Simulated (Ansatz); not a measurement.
Crystal: CsLiCr2Te2S3.

```xyz
9
Lattice="6.1079 -0.0189 0.0058 -2.2882 5.9315 0.0033 -1.3846 -2.1940 7.5626" Properties=species:S:1:pos:R:3 pbc="T T T"
Cs   -1.2214   -1.5781    7.5175
Li    1.3578    2.1786    4.3464
Cr   -1.4737    1.7002    4.3877
Cr    1.8244   -1.0105    4.0654
Te    1.1800    3.9224    2.1382
Te   -1.8529    3.2545    2.2636
S     2.9223    0.6352    5.3580
S    -0.5181    3.2438    5.6675
S    -0.0026    0.2938    3.6808
```

The cell was built by a generator and needn't be a form met in nature.

Base run:

| Quantity | Value |
| --- | --- |
| Program | Ansatz 0.2.0 |
| Functional | PBE |
| Potentials or basis | Ansatz PAW |
| Cutoff | 420 eV (not typed: the program's choice for these potentials) |
| k mesh | 5 × 5 × 4 |
| Occupations | fermi-dirac, width 0.05 eV |
| Spin | collinear spin, ferromagnetic start |
| Starting moments | [0.0, 0.0, 3.0, 3.0, 0.0, 0.0, 0.0, 0.0, 0.0] μB |
| Hubbard terms | Cr d U = 6 eV |

Its results: band gap on the k mesh 0.14 eV, indirect (least direct gap 0.18 eV); pressure 3.7 GPa; net moment 6.00 μB per cell; site moments Cs -0.00; Li -0.00; Cr +3.08, +3.32; Te -0.08, -0.19; S -0.26, -0.30, -0.33 μB; largest force 1.346 eV/Å.

**Question.** The run is repeated on the same cell with these changes: hubbard terms from Cr d U = 6 eV to Cr d U = 8 eV. What comes out?

**Answer.** Band gap on the k mesh 0.07 eV, indirect (least direct gap 0.12 eV); pressure 4.9 GPa; net moment 6.00 μB per cell; site moments Cs -0.01; Li -0.00; Cr +3.24, +3.45; Te -0.11, -0.23; S -0.32, -0.35, -0.39 μB; largest force 1.841 eV/Å.

Caveats: the magnetic or orbital state may not be the lowest; odd divisions of the mesh miss points on the zone boundary, where band edges often lie, so the gap on the mesh can be too wide; spin-orbit coupling is left out, which moves the levels of the heavy elements; only a ferromagnetic start was run, and an antiferromagnetic order may lie lower in energy; forces of over 1 eV/Å show positions far from the minimum, so gaps and moduli don't describe the material at rest.

A k mesh can miss the band edges.
